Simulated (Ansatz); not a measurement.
# TiC: the cost of one run

Method: DFT r2SCAN, scalar-relativistic, plane waves, PAW, in Ansatz 0.2.0.

3 further runs of the same task are left out: 1 for a known fault of the program, 2 set aside as unsound or not needed.

### 1 The starting structure

Symmetry: Fm-3m, No. 225, cubic system. Conventional cell: a = 4.328 Å, b = 4.328 Å, c = 4.328 Å, α = 90.00°, β = 90.00°, γ = 90.00°. Ti (site symmetry m-3m) is surrounded by 6 C at 2.16 Å. Around C (site symmetry m-3m) lie 6 Ti at 2.16 Å.

Coordinates:

```xyz
2
Lattice="0.0000 2.1640 2.1640 2.1640 0.0000 2.1640 2.1640 2.1640 0.0000" Properties=species:S:1:pos:R:3 pbc="T T T"
Ti    0.0000    0.0000    0.0000
C     2.1640    2.1640    2.1640
```

Source of the structure: the Crystallography Open Database.

(A quick probe on a coarse mesh, which set the mesh and smearing, is not shown.)

### 3 The relaxation

input.yaml

```yaml
crystal:
  lattice:
    - [0.0, 2.164, 2.164]
    - [2.164, 0.0, 2.164]
    - [2.164, 2.164, 0.0]
  atoms:
    - { symbol: Ti, position: [0.0, 0.0, 0.0] }
    - { symbol: C, position: [0.5, 0.5, 0.5] }
basis:
  ecutwfc: 500
kpoints:
  mp_grid: { grid: [16, 16, 16] }
hamiltonian:
  xc: r2scan
scf:
  occupations: { method: gaussian, width: 0.1 }
output:
  forces: true
  stress: true
  eigenvalues: true
relax:
  adjacent_minimum: "off"
  f_tol: 0.005
  max_steps: 80
  cell: { stress_tol: 0.05 }
```

Run with:

```sh
ansatz run input.yaml --threads 2 --pin off --max-ram 5120MiB --backend cpu --events-out ev --progress --plain --runs-dir out
```

What time and memory should one allow on 2 threads of Arm Neoverse N1, shared host?

About 8.7 s, with a peak of 0.41 GiB.
